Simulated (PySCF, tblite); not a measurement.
# C4H6O2Si: geometry, infrared bands and NMR shifts

What infrared bands and NMR shifts should C4H6O2Si (`C=C1[SiH2][C@H]1OC=O`) show?

The runs use tblite 0.8.0 and PySCF 2.14.0, with density-fitted response routines of our own; the level of theory stands in each step. All values are computed, except where a source is named. Atoms are numbered from 0 throughout.

## (1) Starting geometry

13 atoms, charge 0, multiplicity 1; geometry from: force field or distance geometry start.

Bonds of the start (Å): C0–C1 1.32, C1–Si2 1.72, Si2–C3 2.30, C3–O4 1.46, O4–C5 1.36, C5–O6 1.22, C3–C1 1.42, C0–H7 1.09, C0–H8 1.08, Si2–H9 1.48, Si2–H10 1.49, C3–H11 1.08, C5–H12 1.10.

## (2) Optimising the geometry with GFN2-xTB

What the job is given:

```
{"job": {"kind": "relax", "xc": "GFN2-xTB", "basis": "xTB"}, "charge": 0, "multiplicity": 1}
C     -2.042700    -0.963400    -0.350600
C     -1.102200    -0.223100     0.209900
Si    -0.783100     0.399900     1.786200
C      0.084700     0.320700    -0.345500
O      1.384100    -0.332400    -0.176200
C      2.339700     0.013300    -1.082700
O      2.252700     0.842300    -1.978700
H     -2.911000    -1.314000     0.202900
H     -1.981400    -1.230900    -1.400300
H      0.321900    -0.193100     2.563300
H     -0.880800     1.874000     1.954100
H      0.066600     1.378300    -0.540100
H      3.247000    -0.571200    -0.859800
```

The run is started by

```
$ OMP_NUM_THREADS=1 python probes_run.py task.json out
```

The driver reads the jobs from task.json and runs them one after another.

**Question.** This job is followed by: GFN2-xTB harmonic vibrations, gas phase; GIAO PBE0/pcSseg-1 NMR shielding, non-relativistic, gas phase. Predict these results of the whole session: strongest single infrared mode (GFN2-xTB); zero-point energy (GFN2-xTB); ¹³C shifts against TMS (PBE0/pcSseg-1); ¹H shifts against TMS (PBE0/pcSseg-1); ²⁹Si shifts against TMS (PBE0/pcSseg-1); ¹⁷O shifts against H2O (PBE0/pcSseg-1).

As calculated:

| quantity | value |
| --- | --- |
| strongest single infrared mode (GFN2-xTB) | 1770 cm⁻¹, 679 km/mol |
| zero-point energy (GFN2-xTB) | 53.8 kcal/mol |
| ¹³C shifts against TMS (PBE0/pcSseg-1) | 165.0, 142.9, 140.2, 52.1 ppm |
| ¹H shifts against TMS (PBE0/pcSseg-1) | 8.22, 7.06, 6.86, 5.93, 3.59, 3.59 ppm |
| ²⁹Si shifts against TMS (PBE0/pcSseg-1) | -132.3 ppm |
| ¹⁷O shifts against H2O (PBE0/pcSseg-1) | 436.5, 221.9 ppm |

Relaxing lowered the energy by 1.452 eV in 71 steps; the close pair that moved most is Si2–C3, from 2.303 to 1.920 Å. All 33 modes are real, so the xTB geometry is a minimum. The strongest single mode, at 1770 cm⁻¹, moves mainly C5 and O6. Unscaled tight-binding wavenumbers are off by several per cent, some by more. Its intensities can rank the bands wrongly. At PBE0/pcSseg-1: Shielding is most anisotropic at O6 (span 686 ppm, paramagnetic term -502 ppm).
